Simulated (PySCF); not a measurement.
# C8H10Se: the cost of one run

Computed with PySCF 2.14.0 and routines of our own; the level stands in each step. Atoms count from 0.

### Step 1. The starting structure

19 atoms, charge 0, multiplicity 1; geometry from: GFN2-xTB.

### Step 2. Magnetic properties: GIAO B97-2/pcSseg-1

The job: settings as JSON, then the geometry in Å.

```
{"job": {"kind": "mag", "xc": "B97-2", "basis": "pcSseg-1", "isotopologues": 0}, "charge": 0, "multiplicity": 1}
C      0.939833     2.796524     0.776154
C      1.551849     1.768061     0.723906
C      2.248259     0.518155     0.637205
Se     1.126594    -1.043692     1.164596
C     -0.511836    -0.791179    -0.033955
C     -0.071054    -0.374805    -1.429473
C     -1.221540    -2.142281    -0.040607
C     -1.348529     0.213900     0.573030
C     -2.056715     1.027700     1.093866
H      0.425154     3.708548     0.826717
H      2.611381     0.335753    -0.377577
H      3.086000     0.487345     1.338789
H      0.657505    -1.082153    -1.824045
H     -0.935554    -0.361628    -2.092586
H      0.360224     0.624655    -1.417710
H     -1.474487    -2.444611     0.975316
H     -0.580088    -2.903348    -0.482824
H     -2.141315    -2.073928    -0.620126
H     -2.675484     1.746235     1.541750
```

Level: GIAO B97-2/pcSseg-1 magnetisability, rotational g tensor and spin-rotation constants, non-relativistic, gas phase.

Launch:

```sh
> OMP_NUM_THREADS=1 python excited_run.py task.json out
```

This one command runs all jobs of the session in turn.

Q: Estimate the wall time and peak memory of this first job on 1 thread of Arm Neoverse N1, shared host.

About 2.1 min, with a peak of 1.2 GiB.
